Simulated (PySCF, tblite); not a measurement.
# C₇H₁₁ radical: geometry, infrared bands and EPR parameters

Aim: predict the infrared bands and EPR parameters of C₇H₁₁ radical (`CC1=[C]CC[C@@H]1C`).

Computed with tblite 0.8.0 and PySCF 2.14.0, with density-fitted response routines of our own, on a single molecule in the gas phase. Atoms are numbered from 0 throughout.

## Step 1: The molecule as given

18 atoms, charge 0, multiplicity 2; geometry from: force field or distance geometry start.

Bonds of the start (Å): C0–C1 1.48, C1–C2 1.31, C2–C3 1.45, C3–C4 1.54, C4–C5 1.57, C5–C6 1.52, C5–C1 1.51, C0–H7 1.09, C0–H8 1.10, C0–H9 1.11, C3–H10 1.09, C3–H11 1.09, C4–H12 1.10, C4–H13 1.11, C5–H14 1.09, C6–H15 1.10, C6–H16 1.09, C6–H17 1.10.

## Step 2: Optimising the geometry with GFN2-xTB

Job settings and geometry (Å):

```
{"job": {"kind": "relax", "xc": "GFN2-xTB", "basis": "xTB"}, "charge": 0, "multiplicity": 2}
C     -1.714700    -1.303800     0.724500
C     -0.369900    -0.756900     0.450400
C      0.786100    -1.272300     0.805700
C      1.995700    -0.746200     0.198200
C      1.430100     0.534800    -0.435200
C     -0.118600     0.321600    -0.577500
C     -0.886900     1.613900    -0.344700
H     -2.173600    -1.658500    -0.196700
H     -1.684400    -2.137400     1.436200
H     -2.372500    -0.527200     1.154900
H      2.778300    -0.526900     0.930500
H      2.389300    -1.433500    -0.554800
H      1.641100     1.394500     0.220300
H      1.903000     0.739400    -1.414500
H     -0.342800    -0.065100    -1.571000
H     -1.966100     1.449400    -0.453100
H     -0.578600     2.383100    -1.053800
H     -0.724500     1.997100     0.668900
```

The run is started by

```bash
$ OMP_NUM_THREADS=1 python probes_run.py task.json out
```

The driver reads the jobs from task.json and runs them one after another.

**Question.** This job is followed by: GFN2-xTB harmonic vibrations, gas phase; UKS B3LYP, pcH-1 on C H, non-relativistic, mean-field spin-orbit, GIAO. What will the session give for the following? strongest single infrared mode (GFN2-xTB); zero-point energy (GFN2-xTB); g(iso) (B3LYP); ⟨S²⟩; largest a(iso) (averaged by class); potential on the surface of density 0.002 e/bohr³, 1st and 99th percentile.

As calculated:

| quantity | value |
| --- | --- |
| strongest single infrared mode (GFN2-xTB) | 2995 cm⁻¹, 48 km/mol |
| zero-point energy (GFN2-xTB) | 98.9 kcal/mol |
| g(iso) (B3LYP) | 2.00218 |
| ⟨S²⟩ | 0.758 (exact 0.75) |
| largest a(iso) (averaged by class) | 13C on C2, 378.3 MHz |
| potential on the surface of density 0.002 e/bohr³, 1st and 99th percentile | -0.75 V and 0.60 V |

What this shows: Over 54 steps the energy fell by 0.108 eV; of the close pairs, C1–C5 changed most, 1.511 to 1.539 Å. All 48 modes are real, so the xTB geometry is a minimum. GFN2-xTB is a fitted tight-binding method: band positions and strengths are rough. Its intensities can rank the bands wrongly. Most of the unpaired spin sits on C2 (1.00 e). The isotropic g lies 0.1 ppt below the free-electron value. The conformer search found further structures of the same energy, which may be mirror or relabelled copies of this one.
